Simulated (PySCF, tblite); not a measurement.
# C₅H₁₃NOSi₂: geometry, infrared bands and NMR shifts

What infrared bands and NMR shifts should C₅H₁₃NOSi₂ (`C[SiH2]NC(=O)[C@@H]1CC[SiH2]1`) show?

The runs use tblite 0.8.0 and PySCF 2.14.0, with density-fitted response routines of our own; the level of theory stands in each step. All values are computed, except where a source is named. Atoms count from 0, in the outputs and in this text.

### 1 The starting structure

22 atoms, charge 0, multiplicity 1; geometry from: force field or distance geometry start.

Bonds of the start (Å): C0–Si1 1.88, Si1–N2 1.81, N2–C3 1.40, C3–O4 1.24, C3–C5 1.50, C5–C6 1.50, C6–C7 1.51, C7–Si8 1.85, Si8–C5 1.85, C0–H9 1.11, C0–H10 1.11, C0–H11 1.11, Si1–H12 1.44, Si1–H13 1.48, N2–H14 1.03, C5–H15 1.13, C6–H16 1.11, C6–H17 1.11, C7–H18 1.10, C7–H19 1.11, Si8–H20 1.48, Si8–H21 1.46.

### 2 Relaxing the molecule with GFN2-xTB

Job settings and geometry (Å):

```
{"job": {"kind": "relax", "xc": "GFN2-xTB", "basis": "xTB"}, "charge": 0, "multiplicity": 1}
C     -3.974000    -0.431300     0.576200
Si    -2.692700     0.333800    -0.573100
N     -1.119400     0.115100     0.294700
C      0.067800     0.584600    -0.291000
O      0.112500     1.145800    -1.394300
C      1.383900     0.411400     0.412300
C      2.489400     0.988400    -0.417800
C      3.130600    -0.342600    -0.751400
Si     2.091500    -1.298700     0.449500
H     -5.001400    -0.384000     0.163200
H     -3.627400    -1.469400     0.750600
H     -3.924400     0.142600     1.525600
H     -2.695900    -0.274200    -1.875000
H     -2.891700     1.805000    -0.605700
H     -1.088200    -0.335600     1.224300
H      1.385800     0.836900     1.463800
H      2.087100     1.531900    -1.298600
H      3.138200     1.648000     0.196200
H      4.201800    -0.345000    -0.513200
H      2.949000    -0.669800    -1.793700
H      2.738000    -1.628500     1.738500
H      1.229200    -2.344900    -0.083500
```

Launch:

```
> OMP_NUM_THREADS=1 python probes_run.py task.json out
```

The driver reads the jobs from task.json and runs them one after another.

**Question.** This job is followed by: GFN2-xTB harmonic vibrations, gas phase; GIAO PBE0/pcSseg-1 NMR shielding, non-relativistic, gas phase. What will the session give for the following? strongest single infrared mode (GFN2-xTB); zero-point energy (GFN2-xTB); ¹³C shifts against TMS (PBE0/pcSseg-1); ¹H shifts against TMS (PBE0/pcSseg-1, means over atoms taken as alike); ²⁹Si shifts against TMS (PBE0/pcSseg-1); ¹⁵N shifts against NH3 (PBE0/pcSseg-1); ¹⁷O shifts against H2O (PBE0/pcSseg-1); surface potential, 1st and 99th percentile.

**Answer**, as computed:

| quantity | value |
| --- | --- |
| strongest single infrared mode (GFN2-xTB) | 1374 cm⁻¹, 624 km/mol |
| zero-point energy (GFN2-xTB) | 104.8 kcal/mol |
| ¹³C shifts against TMS (PBE0/pcSseg-1) | 183.7, 33.7, 23.0, 6.9, -6.1 ppm |
| ¹H shifts against TMS (PBE0/pcSseg-1, means over atoms taken as alike) | 5.00, 4.93, 4.92, 4.79, 3.95, 3.47, 2.64, 2.28, 1.55, 1.49, 0.04 ppm |
| ²⁹Si shifts against TMS (PBE0/pcSseg-1) | -22.5, -44.8 ppm |
| ¹⁵N shifts against NH3 (PBE0/pcSseg-1) | 119.5 ppm |
| ¹⁷O shifts against H2O (PBE0/pcSseg-1) | 411.9 ppm |
| surface potential, 1st and 99th percentile | -1.92 V and 1.79 V |

What this shows: Relaxing lowered the energy by 0.804 eV in 174 steps; the close pair that moved most is C5–Si8, from 1.851 to 1.934 Å. No mode is imaginary among the 60: a minimum at this level. The strongest single mode, at 1374 cm⁻¹, is spread over many atoms; the largest shares are those of C3, N2. GFN2-xTB is a fitted tight-binding method: band positions and strengths are rough. Its intensities can rank the bands wrongly. At PBE0/pcSseg-1: The largest span, 677 ppm, is at O4, where the paramagnetic term is -479 ppm.
